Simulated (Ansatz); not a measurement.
# Li+ with SO₂: structure and interaction energy

Aim: relax the pair, then compute its interaction energy with counterpoise at many levels, up to CCSD(T).

The runs use Ansatz 0.2.0, Gaussian basis; PBE0-D4 structure, single points in def2-TZVPPD.

Levels: PBE-D4, revPBE-D4, BLYP-D4, r2SCAN-D4, B97M-V, PBE0-D4, B3LYP-D4, HSE06-D4, wB97X-V, wB97M-V, B2PLYP, Hartree-Fock, MP2, CCSD, CCSD(T). The reference is CCSD(T) extrapolated to the basis limit.

Cores are frozen in the correlated methods. The outer core shell of Li, Na, Mg and K is correlated. B3LYP uses VWN-RPA correlation. B2PLYP carries no dispersion term here.

163 further runs of the same task are left out: 163 set aside as unsound or not needed.

## (1) Starting geometry

The pair, from a GFN2-xTB docking trial: 4 atoms, charge 1, spin multiplicity 1.

Atoms are counted from 1 here; the program's logs count them from 0.

Bond lengths: Li1–O4 1.657 Å, O2–S3 1.408 Å, S3–O4 1.472 Å. Angles: O2–S3–O4 112.9°, Li1–O4–S3 153.2°.

Coordinates:

```xyz
4

Li    0.2177    0.0949   -1.9824
O    -1.1059   -0.1285    1.2964
S     0.2790   -0.0334    1.0584
O     0.6092    0.0670   -0.3723
```

Atoms 1 to 1 are fragment A (Li+), the rest fragment B (SO₂).

## (2) A first relaxation in a small basis

Contents of pre/in.yaml:

```yaml
crystal:
  periodic: [false, false, false]
  atoms:
    - {symbol: Li, position_ang: [0.217700, 0.094900, -1.982400]}
    - {symbol: O, position_ang: [-1.105900, -0.128500, 1.296400]}
    - {symbol: S, position_ang: [0.279000, -0.033400, 1.058400]}
    - {symbol: O, position_ang: [0.609200, 0.067000, -0.372300]}
basis:
  gaussian: {orbitals: def2-SVP}
total_charge: 1
hamiltonian: {xc: pbe, dispersion: d4}
relax: {f_tol: 0.03, max_steps: 250}
```

Launch:

```console
ansatz run in.yaml --threads 2 --pin off --events-out ev --progress --plain --max-ram 5222MiB
```

The runs that follow: Relaxation at PBE0-D4; wB97X-V/def2-TZVPPD; wB97M-V/def2-TZVPPD; B2PLYP/def2-TZVPPD; B97M-V/def2-TZVPPD; CCSD(T)/def2-TZVPPD; Hartree-Fock/STO-3G; SPW92/def2-SVP; wB97M-V/def2-SVP; CCSD(T)/def2-SVP; Vibrations of the pair.

Q: Predict the outcome of this session. Wanted: interaction energy, CCSD(T)/CBS; of it Hartree-Fock; D4 term of PBE0-D4; shortest contact; lowest wavenumber.

As calculated:

| quantity | value |
| --- | --- |
| interaction energy, CCSD(T)/CBS | -1192 meV |
| of it Hartree-Fock (basis limit) | -1351 meV |
| D4 term of PBE0-D4 | -14 meV |
| shortest contact | Li1–O4 1.83 Å |
| lowest wavenumber | 88 cm⁻¹ |

The pair is bound by 1192 meV at fixed fragment shapes. Hartree-Fock gives 113 % of it, so electrostatics, induction and charge transfer lead. The functionals run from PBE-D4, off by -4 meV, to B3LYP-D4, off by -92 meV, against CCSD(T)/CBS. By rung, the mean size of the error is: GGA 27, meta-GGA 32, hybrid 70, screened hybrid 46, range-separated hybrid 42, double hybrid 23 meV. PBE-D4 gives an interaction energy 4 meV too low, an error of 0 % of the reference. CCSD(T) moves by -32 meV from triple zeta to the limit; gaps between functionals far smaller than that don't rank them. A lower arrangement may exist. The restricted Hartree–Fock reference is unstable towards an unrestricted one at one or more of these structures.
